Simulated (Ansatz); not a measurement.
# BrCdH3OSi: an energy map over bond length Si1–O2 and dihedral H5–Si1–O2–Cd3

A grid of calculations on BrCdH3OSi, SMILES [SiH3][O][Cd][Br], to see where the energy is lowest and how it rises around there.

The runs use Ansatz 0.2.0; RKS PBE0-D4/def2-SVP.

### 1 The starting structure

SMILES `[SiH3][O][Cd][Br]`, 7 atoms, charge 0, spin multiplicity 1.

Atoms are counted from 1 here; the program's logs count them from 0.

Bond lengths: Si1–O2 1.671 Å, Si1–H5 1.505 Å, Si1–H6 1.512 Å, Si1–H7 1.512 Å, O2–Cd3 1.980 Å, Cd3–Br4 2.408 Å. Angles: O2–Si1–H5 108.1°, O2–Si1–H6 112.4°, O2–Si1–H7 112.4°, H5–Si1–H6 108.5°, H5–Si1–H7 108.5°, H6–Si1–H7 106.9°, Si1–O2–Cd3 130.0°, O2–Cd3–Br4 176.4°.

Geometry (Å):

```xyz
7

Si   -0.4665    0.9971    0.6507
O    -0.1559   -0.6443    0.6009
Cd    0.6766   -1.7384   -0.8235
Br    1.6666   -3.1908   -2.4691
H    -1.1817    1.2994    1.9394
H     0.7982    1.8238    0.5999
H    -1.3372    1.4533   -0.4984
```

This geometry comes from a loose relaxation at PBE in a small basis, which is not shown.

### 2 Geometry optimisation

File input.yaml:

```yaml
crystal:
  periodic: [false, false, false]
  atoms:
    - { symbol: Si, position_ang: [-0.466531, 0.997078, 0.650709] }
    - { symbol: O, position_ang: [-0.15589, -0.644334, 0.600935] }
    - { symbol: Cd, position_ang: [0.676616, -1.738418, -0.823477] }
    - { symbol: Br, position_ang: [1.666566, -3.190824, -2.469068] }
    - { symbol: H, position_ang: [-1.181745, 1.299373, 1.939393] }
    - { symbol: H, position_ang: [0.798222, 1.823836, 0.599926] }
    - { symbol: H, position_ang: [-1.337228, 1.45329, -0.498418] }
basis:
  gaussian: { orbitals: def2-SVP }
hamiltonian:
  xc: pbe0
  dispersion: d4
output:
  forces: true
relax:
  f_tol: 0.003
  max_steps: 120
```

Launch:

```
$ ansatz run input.yaml --threads 1 --pin off --max-ram 2560MiB --backend cpu --events-out ev --progress --plain --runs-dir out
```

Standard output, cut to the lines that bear on the results:

```text
Warning: RAYON_NUM_THREADS=1 ignored (pool sized by the plan → 1); use --threads N
[...]
Functional definition: PBE0
[...]
1151 factors; integrals over basis functions are off by at most 4.6e-4 eV
[...]
mean field -84559.84029215 eV, -3107.5168140182 hartree, gradient 7.1e-5 eV, S^2 0.000000; 0 other end points of the search recorded, 0 dependent functions left out
[...]
reference -84559.84032539 eV, -3107.5168152397 hartree; 40, 40 occupied and 70, 70 virtual orbitals, 1151 factors
relax step   1: F+E_penalty+E_count = -84559.97718417 eV  Δ(F+E_penalty+E_count) = +0.000e0 eV  max|allowed force component| = 5.128e-1 eV/Å  Δτ_max = 0.0000 Å  (27 SCF iters, accepted)
[...]
relax step   3: F+E_penalty+E_count = -84559.99422431 eV  Δ(F+E_penalty+E_count) = -3.814e-3 eV  max|allowed force component| = 4.749e-2 eV/Å  Δτ_max = 0.0160 Å  (34 SCF iters, accepted)
[...]
relax step   5: F+E_penalty+E_count = -84559.99596079 eV  Δ(F+E_penalty+E_count) = -9.962e-4 eV  max|allowed force component| = 5.519e-2 eV/Å  Δτ_max = 0.0295 Å  (33 SCF iters, accepted)
[...]
relax step   7: F+E_penalty+E_count = -84559.99668662 eV  Δ(F+E_penalty+E_count) = -7.046e-5 eV  max|allowed force component| = 2.246e-3 eV/Å  Δτ_max = 0.0136 Å  (34 SCF iters, accepted)
[...]
relax step   9: F+E_penalty+E_count = -84559.99669965 eV  Δ(F+E_penalty+E_count) = -7.769e-6 eV  max|allowed force component| = 5.074e-3 eV/Å  Δτ_max = 0.0090 Å  (26 SCF iters, accepted)
[...]
relax step  10: F+E_penalty+E_count = -84559.99670399 eV  Δ(F+E_penalty+E_count) = -4.344e-6 eV  max|allowed force component| = 3.846e-3 eV/Å  Δτ_max = 0.0066 Å  (24 SCF iters, accepted)
[...]
relax step  11: F+E_penalty+E_count = -84559.99670527 eV  Δ(F+E_penalty+E_count) = -1.274e-6 eV  max|allowed force component| = 2.518e-3 eV/Å  Δτ_max = 0.0016 Å  (21 SCF iters, accepted)
1151 factors; integrals over basis functions are off by at most 4.2e-4 eV
[...]
mean field -84559.86016536 eV, -3107.5175443452 hartree, gradient 3.9e-5 eV, S^2 0.000000; 1 other end points of the search recorded, 0 dependent functions left out
[...]
reference -84559.86019857 eV, -3107.5175455657 hartree; 40, 40 occupied and 70, 70 virtual orbitals, 1151 factors
Total energy: -84559.99673848 eV, -3107.5225633147 hartree
Atom 0 at    -0.474049     1.008087     0.651821 Å, force    -0.000543    -0.002392    -0.000257 eV/Å
Atom 1 at    -0.152357    -0.599543     0.492468 Å, force    -0.000194     0.002518    -0.000303 eV/Å
Atom 2 at     0.684432    -1.755076    -0.849558 Å, force     0.000404     0.000180     0.000122 eV/Å
Atom 3 at     1.687552    -3.254823    -2.421667 Å, force    -0.000395     0.000195     0.000276 eV/Å
Atom 4 at    -1.156268     1.249710     1.959286 Å, force     0.000662     0.000150    -0.000106 eV/Å
Atom 5 at     0.776579     1.837797     0.612586 Å, force    -0.000664    -0.000494     0.000117 eV/Å
Atom 6 at    -1.365877     1.513849    -0.444936 Å, force     0.000730    -0.000157     0.000150 eV/Å
Dipole moment:     0.021519    -0.010485    -0.040720 e Å
```

It took 90 s on 1 thread of Arm Neoverse V1, shared host; peak memory 0.27 GiB.

Along the way:

| step | energy from step 1 (eV) | largest force component (eV/Å) |
| --- | --- | --- |
| 1 | 0.0000 | 0.5128 |
| 2 | -0.0132 | 0.3568 |
| 3 | -0.0170 | 0.0475 |
| 4 | -0.0178 | 0.0181 |
| 5 | -0.0188 | 0.0552 |
| 6 | -0.0194 | 0.0162 |
| 7 | -0.0195 | 0.0022 |
| 8 | -0.0195 | 0.0026 |
| 9 | -0.0195 | 0.0051 |
| 10 | -0.0195 | 0.0038 |
| 11 | -0.0195 | 0.0025 |

Distances of close pairs at the start and the end, largest changes first:

| bond | before (Å) | after (Å) | change (Å) |
| --- | --- | --- | --- |
| Si1–O2 | 1.671 | 1.647 | -0.024 |
| O2–Cd3 | 1.980 | 1.959 | -0.021 |
| Cd3–Br4 | 2.408 | 2.393 | -0.015 |
| Si1–H7 | 1.512 | 1.501 | -0.011 |
| Si1–H6 | 1.512 | 1.501 | -0.011 |
| Si1–H5 | 1.505 | 1.494 | -0.010 |

### 3 Plan of the scan

- bond length Si1–O2: 7 values from 1.384 to 2.141 Å
- dihedral H5–Si1–O2–Cd3: 7 values from 90 to 270 °

Nothing else is relaxed (all other coordinates rigid). Energies count from the relaxed molecule at the same level. Points are written as (first, second).

Below, 3 of the grid's runs; all are launched alike.

### 4 The run at (1.384 Å, 240°)

File input.yaml:

```yaml
crystal:
  periodic: [false, false, false]
  atoms:
    - { symbol: Si, position_ang: [-0.474049, 1.008087, 0.651821] }
    - { symbol: O, position_ang: [-0.203764, -0.342644, 0.517933] }
    - { symbol: Cd, position_ang: [1.390917, -1.45701, 0.290573] }
    - { symbol: Br, position_ang: [3.272548, -2.909156, 0.011734] }
    - { symbol: H, position_ang: [-1.156268, 1.24971, 1.959286] }
    - { symbol: H, position_ang: [0.776579, 1.837797, 0.612586] }
    - { symbol: H, position_ang: [-1.365877, 1.513849, -0.444936] }
basis:
  gaussian: { orbitals: def2-SVP }
hamiltonian:
  xc: pbe0
  dispersion: d4
output:
  forces: true
```

Launch:

```
$ ansatz run input.yaml --threads 1 --pin off --max-ram 2560MiB --backend cpu --events-out ev --progress --plain --runs-dir out
```

Standard output, cut to the lines that bear on the results:

```text
Warning: RAYON_NUM_THREADS=1 ignored (pool sized by the plan → 1); use --threads N
[...]
[... 1 set-up line as earlier in the session ...]
[...]
1077 factors; integrals over basis functions are off by at most 1.1e-3 eV
[...]
mean field -84557.94020018 eV, -3107.4469869262 hartree, gradient 4.4e-5 eV, S^2 0.000000; 0 other end points of the search recorded, 0 dependent functions left out
[...]
reference -84557.94023374 eV, -3107.4469881596 hartree; 40, 40 occupied and 70, 70 virtual orbitals, 1077 factors
Total energy: -84558.08186389 eV, -3107.4521929716 hartree
Atom 0 at    -0.474049     1.008087     0.651821 Å, force    -3.884304    16.825351     1.727067 eV/Å
Atom 1 at    -0.203764    -0.342644     0.517933 Å, force     3.785194   -17.480057    -1.878590 eV/Å
Atom 2 at     1.390917    -1.457010     0.290573 Å, force     0.206187    -0.433511    -0.059634 eV/Å
Atom 3 at     3.272548    -2.909156     0.011734 Å, force    -0.055979     0.073600     0.011864 eV/Å
Atom 4 at    -1.156268     1.249710     1.959286 Å, force    -0.128172     0.416554     0.193242 eV/Å
Atom 5 at     0.776579     1.837797     0.612586 Å, force     0.153910     0.341192     0.035918 eV/Å
Atom 6 at    -1.365877     1.513849    -0.444936 Å, force    -0.076836     0.256870    -0.029868 eV/Å
Dipole moment:     0.212279    -0.321387    -0.049603 e Å
```

Run time: 6.9 s. Hardware: 1 thread of Arm Neoverse V1, shared host; peak memory 0.24 GiB.

On the map this point reads 185 kJ/mol.

### 5 Grid point (1.636 Å, 180°)

File input.yaml:

```yaml
crystal:
  periodic: [false, false, false]
  atoms:
    - { symbol: Si, position_ang: [-0.474049, 1.008087, 0.651821] }
    - { symbol: O, position_ang: [-0.15455, -0.588587, 0.493554] }
    - { symbol: Cd, position_ang: [0.682742, -1.744045, -0.848224] }
    - { symbol: Br, position_ang: [1.686445, -3.243703, -2.420045] }
    - { symbol: H, position_ang: [-1.156268, 1.24971, 1.959286] }
    - { symbol: H, position_ang: [0.776579, 1.837797, 0.612586] }
    - { symbol: H, position_ang: [-1.365877, 1.513849, -0.444936] }
basis:
  gaussian: { orbitals: def2-SVP }
hamiltonian:
  xc: pbe0
  dispersion: d4
output:
  forces: true
```

Launch:

```
$ ansatz run input.yaml --threads 1 --pin off --max-ram 2560MiB --backend cpu --events-out ev --progress --plain --runs-dir out
```

Standard output, cut to the lines that bear on the results:

```text
Warning: RAYON_NUM_THREADS=1 ignored (pool sized by the plan → 1); use --threads N
[...]
[... 1 set-up line as earlier in the session ...]
[...]
1076 factors; integrals over basis functions are off by at most 1.2e-3 eV
[...]
mean field -84559.85777562 eV, -3107.5174565240 hartree, gradient 4.8e-5 eV, S^2 0.000000; 0 other end points of the search recorded, 0 dependent functions left out
[...]
reference -84559.85780884 eV, -3107.5174577447 hartree; 40, 40 occupied and 70, 70 virtual orbitals, 1076 factors
Total energy: -84559.99455702 eV, -3107.5224831477 hartree
Atom 0 at    -0.474049     1.008087     0.651821 Å, force    -0.074389     0.336325     0.045506 eV/Å
Atom 1 at    -0.154550    -0.588587     0.493554 Å, force     0.075788    -0.358665    -0.043630 eV/Å
Atom 2 at     0.682742    -1.744045    -0.848224 Å, force     0.005679    -0.015871    -0.005677 eV/Å
Atom 3 at     1.686445    -3.243703    -2.420045 Å, force    -0.001844     0.003095     0.002337 eV/Å
Atom 4 at    -1.156268     1.249710     1.959286 Å, force    -0.003201     0.012624     0.003936 eV/Å
Atom 5 at     0.776579     1.837797     0.612586 Å, force     0.001185     0.011540     0.000180 eV/Å
Atom 6 at    -1.365877     1.513849    -0.444936 Å, force    -0.003218     0.010953    -0.002653 eV/Å
Dipole moment:     0.026010    -0.023998    -0.045624 e Å
```

It took 6.8 s on 1 thread of Arm Neoverse V1, shared host; peak memory 0.24 GiB.

That is 0.21 kJ/mol from the zero.

### 6 Point (1.889 Å, 240°)

File input.yaml:

```yaml
crystal:
  periodic: [false, false, false]
  atoms:
    - { symbol: Si, position_ang: [-0.474049, 1.008087, 0.651821] }
    - { symbol: O, position_ang: [-0.10514, -0.835505, 0.469079] }
    - { symbol: Cd, position_ang: [1.48954, -1.949871, 0.24172] }
    - { symbol: Br, position_ang: [3.371171, -3.402017, -0.03712] }
    - { symbol: H, position_ang: [-1.156268, 1.24971, 1.959286] }
    - { symbol: H, position_ang: [0.776579, 1.837797, 0.612586] }
    - { symbol: H, position_ang: [-1.365877, 1.513849, -0.444936] }
basis:
  gaussian: { orbitals: def2-SVP }
hamiltonian:
  xc: pbe0
  dispersion: d4
output:
  forces: true
```

Launch:

```
$ ansatz run input.yaml --threads 1 --pin off --max-ram 2560MiB --backend cpu --events-out ev --progress --plain --runs-dir out
```

Standard output, cut to the lines that bear on the results:

```text
Warning: RAYON_NUM_THREADS=1 ignored (pool sized by the plan → 1); use --threads N
[...]
[... 1 set-up line as earlier in the session ...]
[...]
1078 factors; integrals over basis functions are off by at most 1.3e-3 eV
[...]
mean field -84559.19985896 eV, -3107.4932785325 hartree, gradient 1.1e-5 eV, S^2 0.000000; 0 other end points of the search recorded, 0 dependent functions left out
[...]
reference -84559.19989236 eV, -3107.4932797601 hartree; 40, 40 occupied and 70, 70 virtual orbitals, 1078 factors
Total energy: -84559.33233869 eV, -3107.4981470726 hartree
Atom 0 at    -0.474049     1.008087     0.651821 Å, force     0.900025    -3.638450    -0.400795 eV/Å
Atom 1 at    -0.105140    -0.835505     0.469079 Å, force    -0.940829     4.030346     0.360000 eV/Å
Atom 2 at     1.489540    -1.949871     0.241720 Å, force    -0.146921     0.291731     0.028708 eV/Å
Atom 3 at     3.371171    -3.402017    -0.037120 Å, force     0.055655    -0.057789    -0.008370 eV/Å
Atom 4 at    -1.156268     1.249710     1.959286 Å, force     0.041965    -0.153734    -0.035690 eV/Å
Atom 5 at     0.776579     1.837797     0.612586 Å, force    -0.001391    -0.179450     0.008002 eV/Å
Atom 6 at    -1.365877     1.513849    -0.444936 Å, force     0.091496    -0.292654     0.048146 eV/Å
Dipole moment:    -0.088456     0.269848     0.027664 e Å
```

It took 6.8 s on 1 thread of Arm Neoverse V1, shared host; peak memory 0.24 GiB.

Energy on the map's scale: 64 kJ/mol.

### 7 Energy over the grid

49 points were computed. Energies in kJ/mol, from the relaxed molecule at the same level:

```
dihedral H5–Si1–O2–Cd3 (°) ↓, bond length Si1–O2 (Å) →  1.384  1.510  1.636  1.763  1.889  2.015  2.141
                                                   270    185     40      1     19     64    122    183
                                                   240    185     40      1     19     64    122    183
                                                   210    184     39      1     18     64    121    183
                                                   180    184     39      0     18     63    121    182
                                                   150    184     39      1     18     64    121    183
                                                   120    185     40      1     19     64    122    183
                                                    90    185     40      1     19     64    122    183
```

The largest force on an atom (eV/Å) at each point:

| dihedral H5–Si1–O2–Cd3 (°) ↓, bond length Si1–O2 (Å) → | 1.384 | 1.510 | 1.636 | 1.763 | 1.889 | 2.015 | 2.141 |
| --- | --- | --- | --- | --- | --- | --- | --- |
| 270 | 18.0 | 6.5 | 0.4 | 2.7 | 4.2 | 4.6 | 4.6 |
| 240 | 18.0 | 6.5 | 0.4 | 2.7 | 4.2 | 4.6 | 4.6 |
| 210 | 18.0 | 6.5 | 0.4 | 2.7 | 4.2 | 4.6 | 4.6 |
| 180 | 18.0 | 6.5 | 0.4 | 2.7 | 4.2 | 4.7 | 4.6 |
| 150 | 18.0 | 6.5 | 0.4 | 2.7 | 4.2 | 4.6 | 4.6 |
| 120 | 18.0 | 6.5 | 0.4 | 2.7 | 4.2 | 4.6 | 4.6 |
| 90 | 18.0 | 6.5 | 0.4 | 2.7 | 4.2 | 4.6 | 4.6 |

### 8 Summary of results

| quantity | value |
| --- | --- |
| lowest point | (1.636 Å, 180°), 0.21 kJ/mol |
| highest computed point | (1.384 Å, 240°), 185 kJ/mol above the lowest |
| largest force on an atom (eV/Å) | 0.4 at (1.636 Å, 180°) to 18.0 at (1.384 Å, 240°); 0.4 at the lowest point |
| time for the whole task | 11 min on 1 thread, shared host |

**Reading.** The lowest computed point is at (1.636 Å, 180°), 0.21 kJ/mol from the relaxed molecule at the same level. The grid is coarse, so the lowest point of the scanned range may lie between grid points; coordinates that were held can hide deeper minima. The highest computed point, (1.384 Å, 240°), lies 185 kJ/mol above the lowest.
